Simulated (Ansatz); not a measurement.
This script makes an atomisation energy of CH6GeSSi, SMILES [SH][GeH]1[CH2][SiH2]1 with the Python package of Ansatz (0.2.0).

The script, `run_tae.py`:
```python
"""Energy to split CH6GeSSi into its atoms."""

from collections import Counter

import ansatz as az
from ase import Atoms


def single_point(molecule, charge=0, unpaired=0):
    calc = (
        molecule.calculation()
        .basis(gaussian="cc-pVDZ")
        .functional("pbe", dispersion="d4")
    )
    if charge:
        calc = calc.charge(charge)
    if unpaired:
        calc = calc.spin("collinear", total=unpaired)
    report = calc.run().report
    if report["published_state_doubts"]:
        print("  doubts:", report["published_state_doubts"])
    return report["free_energy_ev"]


def main() -> None:
    atoms = Atoms(["S", "Ge", "C", "Si", "H", "H", "H", "H", "H", "H"], positions=[
        (-1.2834, 0.5798, -2.0863),
        (-0.9254, 0.2277, 0.0477),
        (0.4364, -1.1016, 0.181),
        (1.4351, 0.4297, 0.6549),
        (-2.3309, 1.5559, -1.8032),
        (-2.0773, -0.1576, 0.998),
        (0.3444, -1.8045, 1.0429),
        (0.8177, -1.5104, -0.7888),
        (2.1522, 1.0688, -0.3679),
        (1.5142, 0.6611, 2.1246),
    ])
    ch6gessi = az.Crystal.molecule_from_ase(atoms)

    # unpaired electrons of the ground-state atoms
    unpaired = {"S": 2, "Ge": 2, "C": 2, "Si": 2, "H": 1}
    counts = Counter(site.symbol for site in ch6gessi.cartesian_sites)
    atom_energy = {s: single_point(az.Crystal.molecule().atom(s, (0, 0, 0)), 0, unpaired[s]) for s in counts}
    whole = single_point(ch6gessi, 0, 0)
    for s, e in atom_energy.items():
        print(f"{s:2s} x{counts[s]}  {e:14.5f} eV")
    print(f"CH6GeSSi: {whole:.5f} eV")
    split = sum(counts[s] * e for s, e in atom_energy.items()) - whole
    print(f"atomisation energy (no zero-point term): {23.060548 * split:.1f} kcal/mol, {split / sum(counts.values()):.3f} eV an atom")


if __name__ == "__main__":
    main()
```

What does it cost to take this molecule apart into atoms?

712.5 kcal/mol from the electronic energies, without the zero-point term.

The run itself:

Running `python run_tae.py` prints:
```text
S  x1    -10828.23892 eV
Ge x1    -56506.43999 eV
C  x1     -1028.27851 eV
Si x1     -7870.05275 eV
H  x6       -13.56836 eV
CH6GeSSi: -76345.31928 eV
atomisation energy (no zero-point term): 712.5 kcal/mol, 3.090 eV an atom
```

Total energies depend on the basis set; only differences at equal settings carry meaning. The geometry is a force-field or estimated start, not a minimum of this method, and the basis set is short of its limit. All parts are taken at fixed geometry, without zero-point energy. For Al to Cl the sets with a tight d function, cc-pV(X+d)Z, are usual. This functional overbinds, so such energies come out a few per cent too high (LDA far more). It ran for 5.8 s on 1 thread of Arm Neoverse V1, on a shared host, peak memory 0.24 GiB.
